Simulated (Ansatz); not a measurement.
# Ge4P: properties of a relaxed candidate

The task, for Ge4P: see whether it has a gap, which orbitals make up the states near it and how charge is shared.

Program: Ansatz 0.2.0. Level of theory: DFT PBE, scalar-relativistic, plane waves, PAW. These are calculated values, not measurements.

## Step 1: The structure to begin with

It takes space group P6/mmm (No. 191, hexagonal). The conventional cell has a = 5.625 Å, b = 5.625 Å, c = 4.730 Å, α = 90.00°, β = 90.00°, γ = 120.00°. Ge (site symmetry mmm) has 6 Ge at 2.81 Å as nearest neighbours. Ge (site symmetry 6/mmm) is surrounded by 2 P at 2.37 Å. P (site symmetry 6/mmm) is surrounded by 2 Ge at 2.37 Å.

Structure file:

```
Ge P
1.0
     5.62458    0.00000    0.00000
    -2.81229    4.87103    0.00000
     0.00000    0.00000    4.73031
Ge P
4 1
Cartesian
  2.8123 0.0000 2.3652
  -1.4061 2.4355 2.3652
  1.4061 2.4355 2.3652
  0.0000 0.0000 2.3652
  0.0000 0.0000 0.0000
```

The cell was relaxed beforehand at this level, from a generated guess; it needn't be the stable form of this composition. At a tolerance of 0.05 Å it has space group P6/mmm (No. 191); it has 25.92 Å³/atom, an uncorrected energy of +0.78 eV/atom over the elements.

## Step 2: Static run: bands, density of states and charges

File input.yaml:

```yaml
crystal:
  lattice:
    - [5.6245766524, 0.0, 0.0]
    - [-2.8122883262, 4.8710262665, 0.0]
    - [0.0, 0.0, 4.7303054498]
  atoms:
    - { symbol: Ge, position: [0.5, 0.0, 0.5] }
    - { symbol: Ge, position: [0.0, 0.5, 0.5] }
    - { symbol: Ge, position: [0.5, 0.5, 0.5] }
    - { symbol: Ge, position: [0.0, 0.0, 0.5] }
    - { symbol: P, position: [0.0, 0.0, 0.0] }
basis:
  ecutwfc: 420
kpoints:
  mp_grid: { grid: [12, 12, 8] }
  band_path:
    path:
      - [[0.0, 0.0, 0.0], [0.5, 0.0, 0.0], [0.33333333, 0.33333333, 0.0], [0.0, 0.0, 0.0], [0.0, 0.0, 0.5], [0.5, 0.0, 0.5], [0.33333333, 0.33333333, 0.5], [0.0, 0.0, 0.5]]
      - [[0.5, 0.0, 0.5], [0.5, 0.0, 0.0]]
      - [[0.33333333, 0.33333333, 0.5], [0.33333333, 0.33333333, 0.0]]
    npoints: 14
hamiltonian:
  xc: pbe
scf:
  occupations: { method: gaussian, width: 0.1 }
  n_extra_bands: 12
output:
  forces: true
  stress: true
  eigenvalues: true
  populations: true
  dos: { projected: true, de: 0.02, nscf_kmesh: { grid: [15, 15, 10] } }
  bader: true
```

Run with:

```bash
> ansatz run input.yaml --threads 1 --pin off --max-ram 2560MiB --backend cpu --events-out ev --progress --plain --runs-dir out
```

Before running it: what results should come out? Wanted: gap; states at the Fermi level; Bader charges.

The runs gave:

| quantity | value |
| --- | --- |
| gap | none (metal) |
| states at the Fermi level | 3.55 per eV per cell |
| Bader charges | Ge +0.10 to +0.19, P -0.47 e |

What this shows: Bands cross the Fermi level: a metal at this level of theory. Of the projected weight within 0.25 eV of the Fermi level, the largest part is Ge 4p (55 %) and P 3p (36 %). Bader charges reach 0.5 e, so charge transfer in this metal is moderate.
